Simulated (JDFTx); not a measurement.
# SiTeH4 in JDFTx: reference runs

Aim: a first look at SiTeH4 with PBE, on the cell as given.

Program: JDFTx 1.7.0 (patched build). These are calculated values, not measurements. Logs are shortened: lines on timing, memory, paths and dates and some standing lists are left out, and cuts for length are marked. The log counts tension as positive stress, the text compression.

**1. The structure**

The cell holds a molecule in a box, 6 atoms: a = 13.000 Å, b = 12.000 Å, c = 13.000 Å, α = 90.00°, β = 90.00°, γ = 90.00°.

**2. Single point, PBE**

SiTeH4.in

```
lattice \
   24.5664396201     0.0000000000     0.0000000000 \
    0.0000000000    22.6767134955     0.0000000000 \
    0.0000000000     0.0000000000    24.5664396201
coords-type Lattice
ion Si     0.4861076900     0.5103416700     0.4571576900 1
ion Te     0.5007769200     0.5995000000     0.6298269200 1
ion H      0.5382384600     0.4003583300     0.4547576900 1
ion H      0.3739923100     0.4956166700     0.4405269200 1
ion H      0.5296461500     0.5826166700     0.3754038500 1
ion H      0.6280076900     0.6031416700     0.6215884600 1

ion-species pseudo/Si.upf
ion-species pseudo/Te.upf
ion-species pseudo/H.upf
elec-cutoff 40 320
elec-ex-corr gga-PBE
kpoint-folding 1 1 1
elec-smearing Fermi 0.0018374661
elec-n-bands 18
electronic-SCF nIterations 100 energyDiffThreshold 1e-09
electronic-minimize nIterations 30 energyDiffThreshold 1e-7
converge-empty-states yes
forces-output-coords Cartesian

dump-name run.$VAR
dump End Ecomponents EigStats BandEigs Kpoints Forces Stress
```

Potentials or basis: PseudoDojo-SR-PBE-0.5-standard (Si, H) + PseudoDojo-SR-PBE-0.4.1-standard (Te) with smoothed tails.

The run is started by

```
> jdftx -c 1 -i SiTeH4.in -o SiTeH4.out
```

The program printed:

```text
*************** JDFTx 1.7.0 (patched build) ***************

Input parsed successfully to the following command list (including defaults):
[... the input with its defaults ...]

---------- Setting up symmetries ----------

Found 16 point-group symmetries of the bravais lattice
Found 1 space-group symmetries with basis
Applied RMS atom displacement 0 bohrs to make symmetries exact.

---------- Initializing the Grid ----------
R =
[      24.5664            0            0  ]
[            0      22.6767            0  ]
[            0            0      24.5664  ]
unit cell volume = 13685.6
G =
[   0.255763          0          0  ]
[          0   0.277077          0  ]
[          0          0   0.255763  ]
Minimum fftbox size, Smin = [  200  184  200  ]
Chosen fftbox size, S = [  200  192  200  ]

---------- Initializing tighter grid for wavefunction operations ----------
R =
[      24.5664            0            0  ]
[            0      22.6767            0  ]
[            0            0      24.5664  ]
unit cell volume = 13685.6
G =
[   0.255763          0          0  ]
[          0   0.277077          0  ]
[          0          0   0.255763  ]
Minimum fftbox size, Smin = [  140  132  140  ]
Chosen fftbox size, S = [  140  140  140  ]

---------- Exchange Correlation functional ----------
Initalized PBE GGA exchange.
Initalized PBE GGA correlation.

---------- Setting up pseudopotentials ----------
Width of ionic core gaussian charges (only for fluid interactions / plotting) set to 0

Reading pseudopotential file 'pseudo/Si.upf':
  'Si' pseudopotential, 'PBE' functional
  Generated using ONCVPSP code by D. R. Hamann
  4 valence electrons, 2 orbitals, 6 projectors, 1001 radial grid points, with lMax = 2
    3S    l: 0   occupation:  2.0   eigenvalue: -0.397365
    3P    l: 1   occupation:  2.0   eigenvalue: -0.149981
  Core radius for overlap checks: 1.86 bohrs.

Reading pseudopotential file 'pseudo/Te.upf':
  'Te' pseudopotential, 'PBE' functional
  Generated using ONCVPSP code by D. R. Hamann
  16 valence electrons, 3 orbitals, 6 projectors, 1001 radial grid points, with lMax = 2
    4D    l: 2   occupation: 10.0   eigenvalue: -1.530718
    5S    l: 0   occupation:  2.0   eigenvalue: -0.555231
    5P    l: 1   occupation:  4.0   eigenvalue: -0.218780
  Core radius for overlap checks: 2.04 bohrs.

Reading pseudopotential file 'pseudo/H.upf':
  'H' pseudopotential, 'PBE' functional
  Generated using ONCVPSP code by D. R. Hamann
  1 valence electrons, 1 orbitals, 3 projectors, 1001 radial grid points, with lMax = 1
    1S    l: 0   occupation:  1.0   eigenvalue: -0.238602
  Core radius for overlap checks: 0.96 bohrs.

Initialized 3 species with 6 total atoms.

Folded 1 k-points by 1x1x1 to 1 k-points.

---------- Setting up k-points, bands, fillings ----------
No reducable k-points.
Computing the number of bands and number of electrons
Calculating initial fillings.
nElectrons:  24.000000   nBands: 18   nStates: 1

----- Setting up reduced wavefunction bases (one per k-point) -----
average nbasis = 165265.000 , ideal nbasis = 165366.881

---------- Setting up ewald sum ----------
Optimum gaussian width for ewald sums = 7.079018 bohr.
Real space sum over 729 unit cells with max indices [  4  4  4  ]
Reciprocal space sum over 2925 terms with max indices [  7  6  7  ]

---------- Allocating electronic variables ----------
Initializing wave functions:  linear combination of atomic orbitals
Note: number of bands (18) exceeds available atomic orbitals (17)
Si pseudo-atom occupations:   s ( 2 )  p ( 2 )
Te pseudo-atom occupations:   s ( 2 )  p ( 4 )  d ( 10 )
H pseudo-atom occupations:   s ( 1 )
	FillingsUpdate:  mu: -0.172689950  nElectrons: 24.000000
LCAOMinimize: Iter:   0  F: -99.3864964775430764  |grad|_K:  1.255e-02  alpha:  1.000e+00
	FillingsUpdate:  mu: -0.158655811  nElectrons: 24.000000
LCAOMinimize: Iter:   1  F: -99.4010228880241158  |grad|_K:  1.903e-03  alpha:  5.515e-01  linmin: -4.064e-02  cgtest:  8.306e-02
	FillingsUpdate:  mu: -0.156881790  nElectrons: 24.000000
[... 4 lines of inner loops ...]
LCAOMinimize: Iter:   4  F: -99.4013607067941365  |grad|_K:  1.406e-05  alpha:  6.381e-01  linmin:  3.747e-04  cgtest:  6.038e-02
	FillingsUpdate:  mu: -0.156797916  nElectrons: 24.000000
LCAOMinimize: Iter:   5  F: -99.4013607300471733  |grad|_K:  3.177e-06  alpha:  7.260e-01  linmin:  6.115e-05  cgtest:  3.144e-04
LCAOMinimize: Converged (|Delta F|<1.000000e-06 for 2 iters).

-------- Electronic minimization -----------
Will mix electronic density at each iteration.
	FillingsUpdate:  mu: -0.156797916  nElectrons: 24.000000
	FillingsUpdate:  mu: -0.178294091  nElectrons: 24.000000
SCF: Cycle:  0   F: -99.558937681452846   dF: -1.576e-01   |Residual|: 2.144e-01   |deigs|: 1.074e-01
	FillingsUpdate:  mu: -0.160903245  nElectrons: 24.000000
SCF: Cycle:  1   F: -99.605897930183886   dF: -4.696e-02   |Residual|: 1.251e-01   |deigs|: 2.137e-02
	FillingsUpdate:  mu: -0.136672203  nElectrons: 24.000000
SCF: Cycle:  2   F: -99.626384257988207   dF: -2.049e-02   |Residual|: 2.891e-02   |deigs|: 3.178e-02
	FillingsUpdate:  mu: -0.132924000  nElectrons: 24.000000
SCF: Cycle:  3   F: -99.627375627253940   dF: -9.914e-04   |Residual|: 1.526e-02   |deigs|: 5.465e-03
	FillingsUpdate:  mu: -0.124988415  nElectrons: 24.000000
SCF: Cycle:  4   F: -99.628186715775954   dF: -8.111e-04   |Residual|: 9.877e-03   |deigs|: 9.788e-03
	FillingsUpdate:  mu: -0.100000000  nElectrons: 24.000000
SCF: Cycle:  5   F: -99.628319546738382   dF: -1.328e-04   |Residual|: 5.582e-03   |deigs|: 5.152e-03
	FillingsUpdate:  mu: -0.100000000  nElectrons: 24.000000
SCF: Cycle:  6   F: -99.628289484853170   dF: +3.006e-05   |Residual|: 5.054e-03   |deigs|: 3.328e-03
	FillingsUpdate:  mu: -0.100000000  nElectrons: 24.000000
SCF: Cycle:  7   F: -99.628326230061319   dF: -3.675e-05   |Residual|: 2.513e-03   |deigs|: 3.678e-03
	FillingsUpdate:  mu: -0.100000000  nElectrons: 24.000000
SCF: Cycle:  8   F: -99.628376989878177   dF: -5.076e-05   |Residual|: 1.963e-03   |deigs|: 1.328e-03
	FillingsUpdate:  mu: -0.100000000  nElectrons: 24.000000
SCF: Cycle:  9   F: -99.628403587146366   dF: -2.660e-05   |Residual|: 1.269e-03   |deigs|: 9.500e-04
	FillingsUpdate:  mu: -0.100000000  nElectrons: 24.000000
SCF: Cycle: 10   F: -99.628416134594673   dF: -1.255e-05   |Residual|: 9.597e-04   |deigs|: 4.592e-04
	FillingsUpdate:  mu: -0.100000000  nElectrons: 24.000000
SCF: Cycle: 11   F: -99.628419261128855   dF: -3.127e-06   |Residual|: 7.341e-04   |deigs|: 3.489e-04
	FillingsUpdate:  mu: -0.100000000  nElectrons: 24.000000
SCF: Cycle: 12   F: -99.628420056880515   dF: -7.958e-07   |Residual|: 4.790e-04   |deigs|: 3.685e-04
	FillingsUpdate:  mu: -0.100000000  nElectrons: 24.000000
SCF: Cycle: 13   F: -99.628420186143742   dF: -1.293e-07   |Residual|: 3.174e-04   |deigs|: 4.757e-04
	FillingsUpdate:  mu: -0.100000000  nElectrons: 24.000000
SCF: Cycle: 14   F: -99.628420375061609   dF: -1.889e-07   |Residual|: 2.115e-04   |deigs|: 2.574e-04
	FillingsUpdate:  mu: -0.100000000  nElectrons: 24.000000
SCF: Cycle: 15   F: -99.628420446445247   dF: -7.138e-08   |Residual|: 1.363e-04   |deigs|: 5.455e-05
	FillingsUpdate:  mu: -0.100000000  nElectrons: 24.000000
SCF: Cycle: 16   F: -99.628420493731753   dF: -4.729e-08   |Residual|: 9.483e-05   |deigs|: 1.220e-04
	FillingsUpdate:  mu: -0.100000000  nElectrons: 24.000000
SCF: Cycle: 17   F: -99.628420512262863   dF: -1.853e-08   |Residual|: 5.712e-05   |deigs|: 6.034e-05
	FillingsUpdate:  mu: -0.100000000  nElectrons: 24.000000
SCF: Cycle: 18   F: -99.628420525083399   dF: -1.282e-08   |Residual|: 3.365e-05   |deigs|: 1.438e-04
	FillingsUpdate:  mu: -0.100000000  nElectrons: 24.000000
SCF: Cycle: 19   F: -99.628420539022855   dF: -1.394e-08   |Residual|: 2.123e-05   |deigs|: 1.040e-04
	FillingsUpdate:  mu: -0.100000000  nElectrons: 24.000000
SCF: Cycle: 20   F: -99.628420544694549   dF: -5.672e-09   |Residual|: 1.553e-05   |deigs|: 4.765e-05
	FillingsUpdate:  mu: -0.100000000  nElectrons: 24.000000
SCF: Cycle: 21   F: -99.628420549804119   dF: -5.110e-09   |Residual|: 1.177e-05   |deigs|: 4.689e-05
	FillingsUpdate:  mu: -0.100000000  nElectrons: 24.000000
SCF: Cycle: 22   F: -99.628420554343279   dF: -4.539e-09   |Residual|: 8.270e-06   |deigs|: 3.950e-05
	FillingsUpdate:  mu: -0.100000000  nElectrons: 24.000000
SCF: Cycle: 23   F: -99.628420555082229   dF: -7.390e-10   |Residual|: 6.769e-06   |deigs|: 2.054e-05
	FillingsUpdate:  mu: -0.100000000  nElectrons: 24.000000
SCF: Cycle: 24   F: -99.628420556323945   dF: -1.242e-09   |Residual|: 3.626e-06   |deigs|: 2.699e-05
	FillingsUpdate:  mu: -0.100000000  nElectrons: 24.000000
SCF: Cycle: 25   F: -99.628420556986455   dF: -6.625e-10   |Residual|: 2.209e-06   |deigs|: 1.909e-05
	FillingsUpdate:  mu: -0.100000000  nElectrons: 24.000000
SCF: Cycle: 26   F: -99.628420557260810   dF: -2.744e-10   |Residual|: 1.288e-06   |deigs|: 1.616e-05
SCF: Converged (|Delta E|<1.000000e-09 for 2 iters).

Setting wave functions to eigenvectors of Hamiltonian
Converging empty states (this may take a while): |deigs|: 4.212e-05

# Stress tensor in Cartesian coordinates [Eh/a0^3]:
[ -2.03083e-06 -2.01981e-08  1.14374e-07  ]
[ -2.01981e-08 -9.07907e-07  -4.1879e-07  ]
[  1.14374e-07  -4.1879e-07 -1.59802e-06  ]

# Ionic positions in lattice coordinates:
ion Si   0.486107690000000   0.510341670000000   0.457157690000000 1
ion Te   0.500776920000000   0.599500000000000   0.629826920000000 1
ion H   0.538238460000000   0.400358330000000   0.454757690000000 1
ion H   0.373992310000000   0.495616670000000   0.440526920000000 1
ion H   0.529646150000000   0.582616670000000   0.375403850000000 1
ion H   0.628007690000000   0.603141670000000   0.621588460000000 1

# Forces in Cartesian coordinates:
force Si   0.000385111470040  -0.000557910386883  -0.001155313672703 1
force Te  -0.005861342665581   0.001819161172256   0.004513010081076 1
force H   0.001109170761537  -0.002512997112693  -0.000367452795464 1
force H  -0.002511359053254  -0.000301296705478  -0.000374544724454 1
force H   0.000900641333919   0.001408698457617  -0.002220694126734 1
force H   0.005978494094755   0.000146940539278  -0.000394918643758 1

# Energy components:
   Eewald =       -1.0605339735021142
       EH =       81.3894766157394685
     Eloc =     -195.6053836384744500
      Enl =      -29.2588292235637297
      Exc =      -27.5098177473990333
 Exc_core =       11.7760949958550754
       KE =       60.6405724140840263
-------------------------------------
     Etot =      -99.6284205572607675
       TS =        0.0000000000000376
-------------------------------------
        F =      -99.6284205572608101

IonicMinimize: Iter:   0  F: -99.628420557260810  |grad|_K:  2.557e-03
IonicMinimize: None of the convergence criteria satisfied after 0 iterations.

#--- Lowdin population analysis ---
# oxidation-state Si +0.488
# oxidation-state Te +0.007
# oxidation-state H -0.079 -0.068 -0.079 +0.010

Dumping 'run.eigStats' ...
	eMin: -1.500906 at state 0 ( [ +0.000000 +0.000000 +0.000000 ] spin 0 )
	HOMO: -0.190562 at state 0 ( [ +0.000000 +0.000000 +0.000000 ] spin 0 )
	mu  : -0.100000
	LUMO: -0.047263 at state 0 ( [ +0.000000 +0.000000 +0.000000 ] spin 0 )
	eMax: +0.017657 at state 0 ( [ +0.000000 +0.000000 +0.000000 ] spin 0 )
	HOMO-LUMO gap: +0.143299
	Optical gap  : +0.143299 at state 0 ( [ +0.000000 +0.000000 +0.000000 ] spin 0 )
Done!
[note: mu as printed may lie anywhere between the filled and the empty levels]
```

Wall time 10 min (1 thread of Arm Neoverse V1, shared host); peak memory 2.5 GiB.

Results:

- Free energy: -2711.0274 eV
- Largest force: 0.392 eV/Å
- Gap between the frontier levels: 3.90 eV

Forces on the atoms (eV/Å):
```
Si   0.020 -0.029 -0.059
Te  -0.301  0.094  0.232
H    0.057 -0.129 -0.019
H   -0.129 -0.015 -0.019
H    0.046  0.072 -0.114
H    0.307  0.008 -0.020
```

Levels at points of the mesh, in eV from the valence-band top:
| k point | band 9 | band 10 | band 11 | band 12 | band 13 | band 14 | band 15 | band 16 |
| --- | --- | --- | --- | --- | --- | --- | --- | --- |
| (0.00, 0.00, 0.00) | -3.24 | -2.93 | -1.93 | 0.00 | 3.90 | 4.27 | 5.07 | 5.29 |

Caveat: spin-orbit coupling is left out, which moves the levels of the heavy elements. Expect the measured gap to be larger: semilocal functionals such as PBE lack the derivative discontinuity.
